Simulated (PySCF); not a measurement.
# Fluorine: the same states on changed settings

An exercise on one series of results from a longer session: the logs are not shown, and one member is left open.

Program: PySCF 2.14.0. Level of theory: unrestricted determinants in a Gaussian basis, no spin-orbit coupling in the energies. These are calculated values, not measurements, unless marked.

### The system

```
Element                                   : fluorine (Z = 9)
Basis                                     : jorge-DZP-DKH (4s2p1d, 15 functions)
Hamiltonian                               : the spin-free X2C one-electron Hamiltonian (Gaussian nucleus)
State 1                                   : F⁺: [He] 2s2 2p4, high-spin 3P determinant
State 2                                   : F²⁺: [He] 2s2 2p3, high-spin 4S determinant
Methods                                   : UHF, PBE, MN15, MP2, CCSD(T)
Core shells frozen in the correlated runs : valence: 1s2 (for F⁺)
```

Outer shells as boxes (Hund's rule):

F+ [He] 2s2 2p4
```
[He] core
2s [↑↓]
2p [↑↓][↑ ][↑ ]
```

F2+ [He] 2s2 2p3
```
[He] core
2s [↑↓]
2p [↑ ][↑ ][↑ ]
```

The sound run (jorge-DZP-DKH, the spin-free X2C one-electron Hamiltonian (Gaussian nucleus), symmetry-adapted start, fine grid, valence correlation) gave:

| species | method | energy (hartree) |
| --- | --- | --- |
| F⁺ | UHF | -98.90751 |
| F⁺ | PBE | -99.09363 |
| F⁺ | MN15 | -99.13005 |
| F⁺ | MP2 (valence) | -98.99788 |
| F⁺ | CCSD(T) (valence) | -99.01185 |
| F²⁺ | UHF | -97.67574 |
| F²⁺ | PBE | -97.78518 |
| F²⁺ | MN15 | -97.82427 |
| F²⁺ | MP2 (valence) | -97.74106 |
| F²⁺ | CCSD(T) (valence) | -97.75427 |

The runs were made by one driver on top of PySCF. The scripts below sum up each run's settings (the driver also hands on starting orbitals that pick excited configurations, and frozen orbitals as a list rather than a count), and the logs come from the driver's own runs.

The first run:

It was started by

```bash
$ OMP_NUM_THREADS=1 python atomrun2.py TASK.json OUT
```

Contents of input.py:

```python
from pyscf import gto, scf, dft, mp, cc
import basis_set_exchange as bse
mol = gto.M(atom="F 0 0 0", charge=1, spin=2, symmetry="D2h",
            basis=gto.basis.parse(bse.get_basis("jorge-DZP-DKH", elements=["F"], fmt="nwchem", header=False)),
            nucmod="G")
mf = scf.UHF(mol).sfx2c1e()
mf.irrep_nelec = {'Ag': (2, 2), 'B1u': (1, 0), 'B2u': (1, 1), 'B3u': (1, 0)}
mf.init_guess = "1e"
mf.max_cycle = 50
mf.kernel()
```

Steps of the session up to this table: Changed run, F⁺: the ladder of methods; Changed run, F²⁺: the ladder of methods.

One of the session's tables, all rows but one given; the rest of the session is left out.

Ionisation energy of F⁺:

| method | sound run (eV) |
| --- | --- |
| UHF | ? |
| PBE | 35.605 |
| MN15 | 35.532 |
| MP2 | 34.200 |
| SCS-MP2 | 34.189 |
| CCSD | 34.205 |
| CCSD(T) | 34.220 |

**Question.** Estimate the row for UHF.

As computed: sound run (eV): 33.518. In the column «sound run (eV)» it is the lowest.
